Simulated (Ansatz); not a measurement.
# CH5AlFNO: geometry optimisation, by script

What geometry does CH5AlFNO take? A script is to give a geometry optimisation; the system is CH5AlFNO. SMILES: C[NH][Al]([OH])[F].

Computed with Ansatz 0.2.0, driven from Python. Level of theory: PBE0+D3(BJ)/def2-SVP.

### Step 1. The structure

Bond lengths: C1–N2 1.486 Å, N2–Al3 1.907 Å, Al3–O4 1.820 Å, Al3–F5 1.825 Å, C1–H6 1.066 Å, C1–H7 1.098 Å, C1–H8 1.141 Å, N2–H9 1.069 Å, O4–H10 0.983 Å. Angles: C1–N2–Al3 108.6°, C1–N2–H9 106.3°, Al3–N2–H9 108.3°, N2–C1–H6 110.1°, N2–C1–H7 111.5°, N2–C1–H8 104.3°, H6–C1–H7 115.7°, H6–C1–H8 108.0°, H7–C1–H8 106.6°, N2–Al3–O4 122.8°, N2–Al3–F5 120.4°, O4–Al3–F5 116.6°, Al3–O4–H10 106.9°.

The script holds or builds the structure itself.

### Step 2. The code

The input, opt_ch5alfno.py:

```python
# -*- coding: utf-8 -*-
"""Relax the CH5AlFNO molecule."""

import itertools

import ansatz as az
from ase import Atoms
from ase.data import atomic_numbers, covalent_radii
import numpy as np

atoms = Atoms(["C", "N", "Al", "O", "F", "H", "H", "H", "H", "H"], positions=[
    (-0.7075, 0.2766, 1.1599),
    (-0.7173, 0.808, -0.2274),
    (0.5992, -0.1239, -1.2457),
    (0.586, -1.9319, -1.4549),
    (2.024, 0.7704, -1.953),
    (-1.0315, -0.7393, 1.165),
    (0.2507, 0.4722, 1.658),
    (-1.4917, 0.8993, 1.7061),
    (-0.4241, 1.8334, -0.1573),
    (0.9954, -2.3159, -0.6477),
])
system = az.Crystal.molecule_from_ase(atoms)

base = system.calculation().basis(gaussian="def2-SVP").functional("pbe0", dispersion="d3bj")
symbols = [site.symbol for site in system.cartesian_sites]
start = np.array([site.position_ang for site in system.cartesian_sites], dtype=float)
def progress(event):
    if event["event"] == "relax_step":
        row = event["data"]
        print(f"step {row['step']:3d}  E = {row['lagrangian_ev']:.6f} eV  largest force component {row['allowed_force_max_ev_ang']:.4f} eV/A")


report = base.relax(force_tolerance=0.005, max_steps=100).session().plan().execute(on_event=progress).report
end = np.array(report["positions_ang"])

print(f"E = {report['free_energy_ev']:.6f} eV = {report['free_energy_ev'] / 27.211386246:.7f} Ha")
print("converged:", report["converged"], " doubts:", report["published_state_doubts"] or "none")

# pairs closer than 1.2 times the sum of covalent radii, before or after
radius = [covalent_radii[atomic_numbers[s]] for s in symbols]
span = lambda where, i, j: np.linalg.norm(where[i] - where[j])
bonded = [(i, j) for i, j in itertools.combinations(range(len(symbols)), 2) if min(span(start, i, j), span(end, i, j)) < 1.2 * (radius[i] + radius[j])]
print("pair        before    after (A)")
for i, j in bonded:
    print(f"{symbols[i]}{i}-{symbols[j]}{j}".ljust(10), f"{span(start, i, j):8.4f} {span(end, i, j):8.4f}")

charges = report["charge_distribution"]
dipole = np.array(charges["dipole_moment_e_ang"]) * 4.803205
print("dipole (D): {:.3f} {:.3f} {:.3f}, length {:.3f}".format(*dipole, np.linalg.norm(dipole)))
print("atom  Mulliken   Lowdin")
for symbol, m, l in zip(symbols, charges["mulliken_charges_e"], charges["lowdin_charges_e"]):
    print(f"{symbol:4s} {m:9.3f} {l:8.3f}")
```

### Step 3. The calls as engine input

The engine receives this input:

```yaml
crystal:
  periodic: [false, false, false]
  atoms:
    - { symbol: C, position_ang: [-0.7075, 0.2766, 1.1599] }
    - { symbol: "N", position_ang: [-0.7173, 0.808, -0.2274] }
    - { symbol: Al, position_ang: [0.5992, -0.1239, -1.2457] }
    - { symbol: O, position_ang: [0.586, -1.9319, -1.4549] }
    - { symbol: F, position_ang: [2.024, 0.7704, -1.953] }
    - { symbol: H, position_ang: [-1.0315, -0.7393, 1.165] }
    - { symbol: H, position_ang: [0.2507, 0.4722, 1.658] }
    - { symbol: H, position_ang: [-1.4917, 0.8993, 1.7061] }
    - { symbol: H, position_ang: [-0.4241, 1.8334, -0.1573] }
    - { symbol: H, position_ang: [0.9954, -2.3159, -0.6477] }
basis:
  gaussian:
    orbitals: def2-SVP
hamiltonian:
  xc: pbe0
  dispersion: d3bj
relax:
  f_tol: 0.005
  max_steps: 100
```

### Step 4. Launch

Command:

```console
$ python opt_ch5alfno.py
```

Standard output:

```text
step   1  E = -13953.678199 eV  largest force component 2.9746 eV/A
step   2  E = -13954.364773 eV  largest force component 1.6348 eV/A
step   3  E = -13954.652483 eV  largest force component 1.6644 eV/A
step   4  E = -13954.808531 eV  largest force component 1.1119 eV/A
step   5  E = -13954.929803 eV  largest force component 0.3884 eV/A
step   6  E = -13954.758260 eV  largest force component 2.8396 eV/A
step   7  E = -13954.960145 eV  largest force component 0.2505 eV/A
step   8  E = -13954.984616 eV  largest force component 0.3692 eV/A
step   9  E = -13954.970976 eV  largest force component 1.4547 eV/A
step  10  E = -13955.001082 eV  largest force component 0.3174 eV/A
step  11  E = -13955.017378 eV  largest force component 0.2808 eV/A
step  12  E = -13955.036127 eV  largest force component 0.2177 eV/A
step  13  E = -13955.050395 eV  largest force component 0.0160 eV/A
step  14  E = -13955.047555 eV  largest force component 0.3323 eV/A
step  15  E = -13955.050551 eV  largest force component 0.0140 eV/A
step  16  E = -13955.050933 eV  largest force component 0.0029 eV/A
step  17  E = -13955.050964 eV  largest force component 0.0215 eV/A
step  18  E = -13955.050766 eV  largest force component 0.0967 eV/A
step  19  E = -13955.050988 eV  largest force component 0.0014 eV/A
E = -13955.051018 eV = -512.8386658 Ha
converged: True  doubts: none
pair        before    after (A)
C0-N1        1.4856   1.4451
C0-H5        1.0663   1.1006
C0-H6        1.0975   1.1059
C0-H7        1.1406   1.1058
N1-Al2       1.9075   1.7583
N1-H8        1.0688   1.0142
Al2-O3       1.8201   1.6927
Al2-F4       1.8249   1.6636
O3-H9        0.9832   0.9570
dipole (D): -0.381 -0.217 0.611, length 0.752
atom  Mulliken   Lowdin
C        0.057    0.043
N       -0.534    0.013
Al       0.935   -0.025
O       -0.491    0.049
F       -0.425   -0.057
H        0.048    0.009
H        0.034   -0.014
H        0.034   -0.014
H        0.145    0.013
H        0.196   -0.017
```

Run time: 1.7 min. Hardware: 1 thread of Arm Neoverse V2, shared host; peak memory 0.27 GiB.

### Step 5. What the engine kept of the run

From the engine's report, whether the script printed it or not:

| item | value |
| --- | --- |
| SCF cycles in all | 155 |
| orbitals | 99 |
| total energy (eV) | -13955.05102 |

### Step 6. The relaxation, step by step

Relaxation path:

```csv
step,E - E(step 1) (eV),largest force component (eV/Å)
1,0.0000,2.9746
2,-0.6866,1.6348
3,-0.9743,1.6644
4,-1.1303,1.1119
5,-1.2516,0.3884
6,-1.0801,2.8396
7,-1.2819,0.2505
8,-1.3064,0.3692
9,-1.2928,1.4547
10,-1.3229,0.3174
11,-1.3392,0.2808
12,-1.3579,0.2177
13,-1.3722,0.0160
14,-1.3694,0.3323
15,-1.3724,0.0140
16,-1.3727,0.0029
17,-1.3728,0.0215
18,-1.3726,0.0967
19,-1.3728,0.0014
```

Step 1 is the start. Steps 6, 9, 14, 18 were tried and not accepted.

Before: Bond lengths: C1–N2 1.486 Å, N2–Al3 1.907 Å, Al3–O4 1.820 Å, Al3–F5 1.825 Å, C1–H6 1.066 Å, C1–H7 1.098 Å, C1–H8 1.141 Å, N2–H9 1.069 Å, O4–H10 0.983 Å. Angles: C1–N2–Al3 108.6°, C1–N2–H9 106.3°, Al3–N2–H9 108.3°, N2–C1–H6 110.1°, N2–C1–H7 111.5°, N2–C1–H8 104.3°, H6–C1–H7 115.7°, H6–C1–H8 108.0°, H7–C1–H8 106.6°, N2–Al3–O4 122.8°, N2–Al3–F5 120.4°, O4–Al3–F5 116.6°, Al3–O4–H10 106.9°.

After: Bond lengths: C1–N2 1.445 Å, N2–Al3 1.758 Å, Al3–O4 1.693 Å, Al3–F5 1.664 Å, C1–H6 1.101 Å, C1–H7 1.106 Å, C1–H8 1.106 Å, N2–H9 1.014 Å, O4–H10 0.957 Å. Angles: C1–N2–Al3 127.1°, C1–N2–H9 112.9°, Al3–N2–H9 120.0°, N2–C1–H6 110.0°, N2–C1–H7 112.7°, N2–C1–H8 112.7°, H6–C1–H7 106.9°, H6–C1–H8 106.9°, H7–C1–H8 107.3°, N2–Al3–O4 119.4°, N2–Al3–F5 119.4°, O4–Al3–F5 121.1°, Al3–O4–H10 126.1°.

### Step 7. What came out

```
                    quantity           value
                total energy  -13955.0510 eV
               dipole moment          0.75 D
     moves of the relaxation              14
               energy gained        1.373 eV
last largest force component     0.0014 eV/Å
```

In words: After 14 moves the largest shift is 0.911 Å, of atom 10 (H). So large a move can change the bonding: the results belong to the relaxed structure. What to keep in mind:
- The end point is the stationary point reached from this start; no frequency run checks that it is a minimum, and the basis set is modest.
- The Löwdin charges here are taken after orthogonalising the functions within each atom; they differ from plain Löwdin charges, and their signs can be unphysical.
